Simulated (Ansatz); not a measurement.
Run this with the Python package of Ansatz (0.2.0) and show what comes out.

`h4ssi2_dimer.py`:
```python
import ansatz as az

SETTINGS = {
    "basis": "def2-SVPD",
    "functional": "HF",
}

FIRST = [
    ("Si", (-0.8773, -0.1618, -0.6504)),
    ("Si", (0.7797, 0.4797, 0.6464)),
    ("S", (0.4305, -1.5635, 0.0812)),
    ("H", (-2.1951, -0.3472, -0.0747)),
    ("H", (-0.796, -0.0367, -2.1592)),
    ("H", (0.5802, 0.6573, 2.1108)),
    ("H", (2.0783, 0.972, 0.0456)),
]
SECOND = [
    ("Si", (1.7949, 0.698, -5.994)),
    ("Si", (2.415, 0.6439, -3.8842)),
    ("S", (0.4205, 1.1157, -4.5287)),
    ("H", (2.0724, 1.8827, -6.7827)),
    ("H", (1.4547, -0.5702, -6.752)),
    ("H", (3.0499, 1.8279, -3.243)),
    ("H", (2.4204, -0.6615, -3.1189)),
]

def energy(atoms, ghosts=()):
    molecule = az.Crystal.molecule()
    for symbol, xyz in atoms:
        molecule = molecule.atom(symbol, xyz)
    calc = (
        molecule.calculation()
        .basis(gaussian=SETTINGS["basis"])
        .functional(SETTINGS["functional"])
    )
    deck = calc.input()
    if ghosts:
        deck = deck.set(az.key.basis.gaussian.ghost_atoms, [{"symbol": s, "position_ang": list(xyz)} for s, xyz in ghosts])
    return az.Session.from_dict(deck).plan().execute().report["free_energy_ev"]

both = energy(FIRST + SECOND)
alone = energy(FIRST) + energy(SECOND)
ghosted = energy(FIRST, SECOND) + energy(SECOND, FIRST)
print(f"dimer {both:.6f} eV")
print(f"interaction, uncorrected   {96.485332 * (both - alone):8.3f} kJ/mol")
print(f"interaction, counterpoise  {96.485332 * (both - ghosted):8.3f} kJ/mol")
print(f"basis-set superposition    {96.485332 * (alone - ghosted):8.3f} kJ/mol")
```

`python h4ssi2_dimer.py` gives:
```text
dimer -53194.484973 eV
interaction, uncorrected      1.889 kJ/mol
interaction, counterpoise     5.804 kJ/mol
basis-set superposition       3.916 kJ/mol
```

Uncorrected it is 1.889 kJ/mol, with the counterpoise correction 5.804 kJ/mol; the difference, 3.915 kJ/mol, is the superposition error. In this basis both values are repulsive.

Total energies depend on the basis set; only differences at equal settings carry meaning. The dimer is a generated trial pose of unrelaxed monomers, not a minimum, so the figure is no binding energy, and the basis set is small. Hartree-Fock leaves correlation out, so bond, atomisation and ionisation energies come out well too low. This level lacks the dispersion part of the attraction (electrostatics and induction are there), which can decide the sign where the interaction is weak. Timing: 21 s on 1 thread of Arm Neoverse V1, with other jobs on the host, peak memory 0.76 GiB.
